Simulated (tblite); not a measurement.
# CH8Ge3O2: the cost of one run

The runs use tblite 0.8.0 and PySCF 2.14.0, with density-fitted response routines of our own; the level of theory stands in each step. All values are computed, except where a source is named. Atoms count from 0, in the outputs and in this text.

## Step 1: The starting structure

14 atoms, charge 0, multiplicity 1; geometry from: force field or distance geometry start.

Bonds of the start (Å): O0–C1 1.25, C1–O2 1.38, C1–Ge3 1.91, Ge3–Ge4 2.40, Ge4–Ge5 2.39, O2–H6 1.02, Ge3–H7 1.54, Ge3–H8 1.56, Ge4–H9 1.55, Ge4–H10 1.55, Ge5–H11 1.55, Ge5–H12 1.56, Ge5–H13 1.55.

## Step 2: Geometry optimisation with GFN2-xTB

What the job is given:

```
{"job": {"kind": "relax", "xc": "GFN2-xTB", "basis": "xTB"}, "charge": 0, "multiplicity": 1}
O     -2.966200     0.883800     0.506100
C     -1.989900     0.688400    -0.253600
O     -1.385500     1.736900    -0.924200
Ge    -1.258900    -1.073500    -0.418100
Ge     0.782900    -1.197100     0.837200
Ge     2.231000     0.556100     0.088400
H     -1.756000     2.685600    -0.843800
H     -0.962600    -1.373900    -1.898500
H     -2.260800    -2.122100     0.148300
H      0.477500    -1.012400     2.343100
H      1.457600    -2.571500     0.592100
H      2.529900     0.369500    -1.417200
H      3.555200     0.506600     0.904900
H      1.545000     1.923100     0.313100
```

Started as:

```
$ OMP_NUM_THREADS=1 python probes_run.py task.json out
```

The driver reads the jobs from task.json and runs them one after another.

Q: Estimate the wall time of this first job on 1 thread of Arm Neoverse V1, shared host.

About 1.2 s.
